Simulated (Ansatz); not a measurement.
Born–Oppenheimer molecular dynamics of a periodic cell of 16 atoms, Li (start crystal Li, start structure bcc, volume 1 times the crystal's). It starts from a structure without forces on its atoms.

All numbers below come from DFT PBE-D3(BJ), scalar-relativistic, plane waves, PAW (Ansatz). Settings: accuracy low, cutoff 420 eV, k mesh 2x2x2, fermi-dirac smearing 0.11 eV, no spin polarisation.

```json
{
  "ensemble": "NVT, Langevin thermostat",
  "time step": "1 fs",
  "steps asked": "250",
  "set temperature": "1300 K",
  "friction": "0.02 /fs",
  "seed": "544013"
}
```

Frames 20 fs apart, positions in Å, forces in eV/Å.

Velocities at 10.0 fs (Å/ps):

```
Li 12.57 3.56 0.02
Li 2.46 -2.10 -1.64
Li 3.71 19.73 7.69
Li 4.79 18.00 -0.20
Li 2.87 11.91 -25.16
Li 2.16 -12.06 11.10
Li -25.08 13.13 -5.81
Li 6.31 -21.82 13.10
Li 4.27 -32.92 1.06
Li -13.63 -3.75 -8.66
Li -4.54 5.01 -3.62
Li 13.89 7.42 2.15
Li -11.10 -2.76 0.74
Li -19.22 -9.68 7.38
Li -1.29 -5.95 -15.12
Li 8.53 12.94 -10.41
```

```xyz
16
Lattice="6.9800 0.0000 0.0000 0.0000 6.9800 0.0000 0.0000 0.0000 6.9800" Properties=species:S:1:pos:R:3:forces:R:3 time_fs=10.0 energy_less_start_eV=0.375 T=1135
Li 0.167 -0.016 0.001 -0.10 0.13 -0.07
Li 3.478 -0.021 0.044 -0.10 -0.16 -0.08
Li 0.003 3.713 0.160 -0.17 -0.36 -0.30
Li 0.017 0.168 3.442 0.09 -0.26 0.01
Li 1.801 1.834 1.513 -0.08 -0.07 0.32
Li 3.482 3.327 0.133 0.11 0.26 -0.21
Li 3.193 0.100 3.506 0.14 -0.02 -0.13
Li 5.249 1.524 1.888 -0.09 0.18 -0.19
Li 0.088 3.248 3.501 -0.15 0.19 -0.12
Li 1.646 5.185 1.635 0.19 0.09 0.30
Li 1.717 1.839 5.207 0.03 -0.02 0.20
Li 3.612 3.607 3.588 -0.08 -0.17 -0.18
Li 5.164 5.183 1.709 0.04 0.17 0.17
Li 5.037 1.655 5.299 0.23 0.06 0.02
Li 1.716 5.175 5.021 0.00 0.01 0.29
Li 5.346 5.362 5.226 -0.05 -0.03 -0.04
16
Lattice="6.9800 0.0000 0.0000 0.0000 6.9800 0.0000 0.0000 0.0000 6.9800" Properties=species:S:1:pos:R:3:forces:R:3 time_fs=30.0 energy_less_start_eV=1.681 T=764
Li 0.395 0.072 -0.176 -0.44 0.03 -0.02
Li 3.435 -0.058 -0.125 -0.22 -0.53 0.20
Li -0.174 4.061 0.079 -0.29 -0.66 -0.30
Li 0.157 0.474 3.506 -0.11 -0.88 0.15
Li 1.845 1.905 1.226 -0.34 -0.01 0.55
Li 3.534 3.224 0.176 0.31 0.51 -0.26
Li 2.671 0.203 3.251 0.70 -0.05 -0.10
Li 5.306 1.242 2.027 -0.44 0.21 -0.51
Li 0.026 2.947 3.511 -0.03 0.70 -0.05
Li 1.496 5.208 1.524 0.33 0.06 0.47
Li 1.877 1.700 5.307 -0.08 0.43 -0.01
Li 3.782 3.705 3.516 -0.28 -0.55 0.04
Li 4.786 5.266 1.762 0.33 0.34 -0.03
Li 4.708 1.465 5.372 0.58 0.24 -0.36
Li 1.713 5.040 4.847 0.05 0.06 0.31
Li 5.421 5.505 4.995 -0.07 0.09 -0.07
16
Lattice="6.9800 0.0000 0.0000 0.0000 6.9800 0.0000 0.0000 0.0000 6.9800" Properties=species:S:1:pos:R:3:forces:R:3 time_fs=50.0 energy_less_start_eV=1.727 T=1163
Li 0.231 0.308 -0.463 -0.36 -0.36 0.47
Li 3.467 -0.382 -0.251 -0.46 -0.14 -0.20
Li -0.398 3.921 -0.224 0.05 -0.24 0.11
Li 0.056 0.282 3.570 -0.01 0.20 -0.31
Li 2.067 1.919 1.452 -0.48 0.14 -0.13
Li 3.724 3.369 0.179 -0.07 0.37 -0.27
Li 2.477 0.280 3.168 0.87 -0.17 0.52
Li 5.118 1.329 1.687 0.02 0.09 -0.06
Li -0.197 2.949 3.641 -0.04 0.15 -0.14
Li 1.456 5.179 1.806 -0.20 -0.12 -0.29
Li 1.879 1.826 5.628 -0.03 0.40 -0.49
Li 3.387 3.504 3.396 0.25 -0.16 0.13
Li 4.584 5.444 1.673 0.48 0.02 0.48
Li 4.611 1.541 5.412 0.45 0.06 -0.40
Li 1.476 4.880 4.713 0.28 0.23 0.42
Li 5.649 5.715 4.665 -0.72 -0.46 0.16
16
Lattice="6.9800 0.0000 0.0000 0.0000 6.9800 0.0000 0.0000 0.0000 6.9800" Properties=species:S:1:pos:R:3:forces:R:3 time_fs=70.0 energy_less_start_eV=2.493 T=1122
Li -0.028 0.379 -0.612 0.01 -0.45 0.33
Li 3.367 -0.729 -0.515 -0.37 0.36 -0.28
Li -0.384 3.712 -0.575 -0.34 0.35 0.70
Li 0.002 0.050 3.397 0.16 0.77 -0.44
Li 2.038 1.937 1.707 -0.64 -0.08 -0.71
Li 3.899 3.527 0.106 -0.53 0.18 -0.44
Li 2.598 0.160 3.464 0.62 -0.10 0.49
Li 4.865 1.574 1.263 0.31 -0.42 0.42
Li -0.367 3.297 3.592 -0.27 -0.56 -0.62
Li 1.599 5.060 2.029 -0.20 -0.17 -0.69
Li 1.582 2.312 5.835 0.55 -0.51 -0.23
Li 3.102 3.034 3.504 0.66 0.49 0.28
Li 4.591 5.410 1.621 0.44 0.14 0.63
Li 4.804 1.779 5.248 -0.05 -0.28 -0.22
Li 1.358 4.598 4.678 0.53 0.84 0.33
Li 5.531 5.689 4.493 -0.87 -0.54 0.43
16
Lattice="6.9800 0.0000 0.0000 0.0000 6.9800 0.0000 0.0000 0.0000 6.9800" Properties=species:S:1:pos:R:3:forces:R:3 time_fs=90.0 energy_less_start_eV=2.333 T=1627
Li -0.248 0.097 -0.473 0.02 -0.38 0.05
Li 3.308 -0.699 -0.658 -0.21 0.32 0.60
Li -0.533 3.765 -0.789 0.34 1.07 1.04
Li 0.118 0.040 3.115 -0.19 0.26 0.27
Li 1.998 1.766 1.208 -0.29 -0.07 0.38
Li 3.831 3.627 -0.029 -0.56 0.33 -0.24
Li 3.003 0.075 3.941 -0.13 0.30 -0.48
Li 4.719 1.676 1.223 0.39 -0.42 0.34
Li -0.440 3.368 3.104 0.04 -0.32 -0.29
Li 1.817 5.005 2.049 0.13 -0.11 -0.54
Li 1.408 2.287 5.730 0.26 -0.75 -0.19
Li 3.295 2.779 3.858 0.16 0.31 -0.49
Li 4.844 5.367 1.846 0.03 0.08 -0.19
Li 5.288 2.193 5.320 -0.41 -1.21 -0.52
Li 1.483 4.477 4.638 0.13 0.83 0.16
Li 4.860 5.263 4.491 0.28 -0.22 0.09
16
Lattice="6.9800 0.0000 0.0000 0.0000 6.9800 0.0000 0.0000 0.0000 6.9800" Properties=species:S:1:pos:R:3:forces:R:3 time_fs=110.0 energy_less_start_eV=2.461 T=1410
Li -0.367 -0.257 -0.120 0.21 0.21 -0.07
Li 3.424 -0.421 -0.625 -0.05 0.12 0.74
Li -0.600 4.269 -0.588 0.32 -0.21 0.54
Li 0.116 0.034 3.247 -0.10 0.11 0.23
Li 1.938 1.687 1.002 -0.09 -0.06 0.67
Li 3.542 3.760 -0.210 -0.25 -0.37 0.84
Li 3.240 0.057 4.080 0.05 0.06 -0.80
Li 4.862 1.377 1.241 -0.15 0.13 0.03
Li -0.366 3.076 2.486 0.25 0.12 0.12
Li 1.950 5.205 2.002 0.08 -0.10 -0.35
Li 1.365 1.798 5.624 -0.18 -0.07 -0.22
Li 3.239 2.635 4.229 -0.05 -0.27 -0.89
Li 4.997 5.348 2.073 -0.18 -0.04 -0.05
Li 5.800 2.220 5.100 -0.32 -0.63 -0.04
Li 1.536 4.660 4.718 -0.33 0.18 0.13
Li 4.323 4.588 4.812 0.80 0.81 -0.87
16
Lattice="6.9800 0.0000 0.0000 0.0000 6.9800 0.0000 0.0000 0.0000 6.9800" Properties=species:S:1:pos:R:3:forces:R:3 time_fs=130.0 energy_less_start_eV=2.795 T=1417
Li -0.379 -0.174 0.293 0.55 -0.12 -0.14
Li 3.496 -0.222 -0.507 0.01 -0.31 -0.22
Li -0.701 4.459 -0.347 0.22 -0.47 -0.05
Li 0.146 -0.008 3.352 -0.08 -0.01 -0.24
Li 1.773 1.661 1.087 0.29 -0.35 0.36
Li 3.365 3.557 -0.056 -0.19 -0.25 0.74
Li 3.190 0.054 3.607 0.26 -0.38 -0.12
Li 4.896 1.134 1.138 -0.38 0.74 0.49
Li -0.034 2.861 2.167 -0.29 0.34 0.35
Li 1.864 5.329 1.741 0.05 -0.05 -0.22
Li 1.249 1.241 5.686 0.56 0.06 -0.10
Li 2.939 2.343 3.847 -0.33 0.34 -0.44
Li 5.041 5.311 2.326 -0.12 -0.25 -0.08
Li 6.103 1.854 4.913 -0.91 0.26 0.05
Li 1.576 5.041 4.695 -0.41 -0.24 0.27
Li 4.086 4.154 4.876 0.76 0.68 -0.63
16
Lattice="6.9800 0.0000 0.0000 0.0000 6.9800 0.0000 0.0000 0.0000 6.9800" Properties=species:S:1:pos:R:3:forces:R:3 time_fs=150.0 energy_less_start_eV=3.054 T=927
Li -0.239 0.011 0.372 -0.27 -0.81 0.07
Li 3.733 -0.128 -0.641 -0.26 -0.59 -0.33
Li -0.800 4.190 -0.320 0.14 -0.09 0.17
Li 0.193 0.151 3.104 -0.38 -0.35 0.29
Li 1.635 1.396 1.349 0.59 -0.82 -1.05
Li 3.072 3.389 0.499 0.32 -0.20 -0.34
Li 3.095 -0.173 3.321 0.27 -0.20 0.06
Li 4.719 1.121 1.056 -0.05 0.68 0.87
Li 0.254 2.811 2.238 -1.12 0.90 0.23
Li 1.875 5.282 1.402 -0.23 0.35 0.10
Li 1.266 0.935 5.834 0.53 0.51 -0.63
Li 2.370 2.120 3.310 0.74 0.87 1.08
Li 5.059 5.037 2.465 0.15 -0.01 -0.30
Li 5.700 1.658 5.096 -0.24 0.10 -0.25
Li 1.313 5.152 4.854 -0.22 -0.20 0.01
Li 3.949 4.268 4.831 0.02 -0.14 0.03
16
Lattice="6.9800 0.0000 0.0000 0.0000 6.9800 0.0000 0.0000 0.0000 6.9800" Properties=species:S:1:pos:R:3:forces:R:3 time_fs=170.0 energy_less_start_eV=2.326 T=1127
Li -0.155 -0.274 0.263 -0.91 -0.26 -0.28
Li 3.974 -0.474 -0.776 -0.16 -0.03 0.33
Li -0.707 4.069 -0.143 -0.06 -0.26 -0.18
Li 0.051 0.308 2.992 -0.16 -0.24 0.40
Li 1.590 0.986 1.079 0.59 0.52 0.15
Li 3.219 3.319 0.563 0.04 0.13 -0.29
Li 3.099 -0.477 3.079 -0.24 0.61 0.31
Li 4.594 1.236 1.253 0.23 -0.02 0.29
Li 0.012 2.999 2.241 -0.38 0.19 0.03
Li 1.825 5.362 1.244 -0.04 -0.35 -0.02
Li 1.567 0.982 5.641 0.22 0.35 -0.57
Li 2.234 2.490 3.175 0.61 0.09 0.40
Li 5.157 5.258 2.478 0.29 -0.24 -0.30
Li 5.491 1.560 5.151 -0.04 0.19 -0.19
Li 1.060 5.215 4.792 -0.17 -0.11 -0.05
Li 3.786 4.448 4.791 0.18 -0.59 -0.02
16
Lattice="6.9800 0.0000 0.0000 0.0000 6.9800 0.0000 0.0000 0.0000 6.9800" Properties=species:S:1:pos:R:3:forces:R:3 time_fs=190.0 energy_less_start_eV=2.387 T=1000
Li -0.424 -0.412 0.003 0.27 0.28 0.12
Li 4.245 -0.485 -0.663 -0.81 -0.06 0.19
Li -0.540 4.056 0.102 -0.20 -0.46 -0.86
Li -0.092 0.173 2.952 0.47 0.40 -0.03
Li 1.637 0.910 0.813 0.12 0.36 0.21
Li 3.396 3.344 0.257 0.19 -0.17 -0.05
Li 2.914 -0.483 3.034 0.07 0.34 0.31
Li 4.683 1.279 1.476 -0.08 0.08 0.14
Li -0.342 3.185 2.245 0.29 -0.52 0.77
Li 1.834 5.028 1.218 -0.24 0.27 -0.08
Li 1.597 1.484 5.141 -0.01 -0.08 0.13
Li 2.437 3.127 3.239 0.03 -0.24 -0.46
Li 5.388 5.424 2.486 -0.59 -0.31 -0.22
Li 5.399 1.412 4.928 -0.09 0.42 -0.13
Li 0.664 5.318 4.733 0.19 -0.25 0.06
Li 3.902 4.453 4.842 0.39 -0.08 -0.09
16
Lattice="6.9800 0.0000 0.0000 0.0000 6.9800 0.0000 0.0000 0.0000 6.9800" Properties=species:S:1:pos:R:3:forces:R:3 time_fs=210.0 energy_less_start_eV=2.108 T=1174
Li -0.478 -0.336 -0.093 0.56 0.10 0.12
Li 4.282 -0.437 -0.547 -0.99 0.14 0.12
Li -0.495 3.739 -0.206 0.08 -0.40 0.01
Li -0.054 0.194 2.936 0.38 0.30 -0.02
Li 1.798 0.901 0.836 0.03 0.37 0.01
Li 3.646 3.279 -0.123 -0.35 -0.31 0.58
Li 2.848 -0.378 3.149 0.22 0.11 0.28
Li 4.848 1.471 1.631 -0.38 -0.12 -0.12
Li -0.478 3.179 2.579 0.49 -0.05 0.24
Li 1.675 4.878 1.286 -0.06 0.19 -0.19
Li 1.629 1.860 4.828 -0.30 -0.26 0.50
Li 2.720 3.241 3.164 0.34 0.07 -0.38
Li 5.319 5.414 2.591 -0.48 -0.14 -0.49
Li 5.168 1.578 4.605 -0.09 0.02 0.17
Li 0.578 5.252 4.679 0.29 -0.19 0.03
Li 4.424 4.469 5.043 0.24 0.16 -0.86
16
Lattice="6.9800 0.0000 0.0000 0.0000 6.9800 0.0000 0.0000 0.0000 6.9800" Properties=species:S:1:pos:R:3:forces:R:3 time_fs=230.0 energy_less_start_eV=2.159 T=1164
Li -0.145 -0.276 -0.004 -0.24 0.24 -0.22
Li 4.145 -0.447 -0.194 -0.30 -0.14 -0.16
Li -0.328 3.212 -0.517 0.25 -0.35 0.72
Li 0.317 0.119 2.829 -0.36 0.34 0.10
Li 2.131 1.180 0.798 -0.30 0.10 0.27
Li 3.791 2.943 -0.301 -0.20 0.30 0.30
Li 2.994 -0.406 3.232 -0.08 0.33 0.31
Li 4.846 1.458 1.850 0.24 -0.15 -0.52
Li -0.162 3.286 2.844 0.21 -0.09 -0.25
Li 1.511 5.062 1.288 0.19 -0.23 -0.26
Li 1.661 2.232 4.833 0.08 -0.27 -0.06
Li 3.077 3.353 2.720 -0.24 0.00 0.09
Li 4.957 5.213 2.589 0.51 0.07 -0.71
Li 4.861 1.921 4.250 0.13 -0.59 0.62
Li 0.792 5.260 4.705 0.38 -0.16 0.12
Li 5.093 4.432 5.048 -0.28 0.60 -0.35
```

Of the whole run (250 fs, mean temperature of the second half 1146 K): The mean temperature of the second half is 12 % below the set value. A run of 0.25 ps of so small a system gives no equilibrium averages. Limits of this set-up: coarse k mesh, low accuracy level.

Time of the run: 15 min on 1 thread of Arm Neoverse V1 (shared host), peak memory 0.48 GiB.
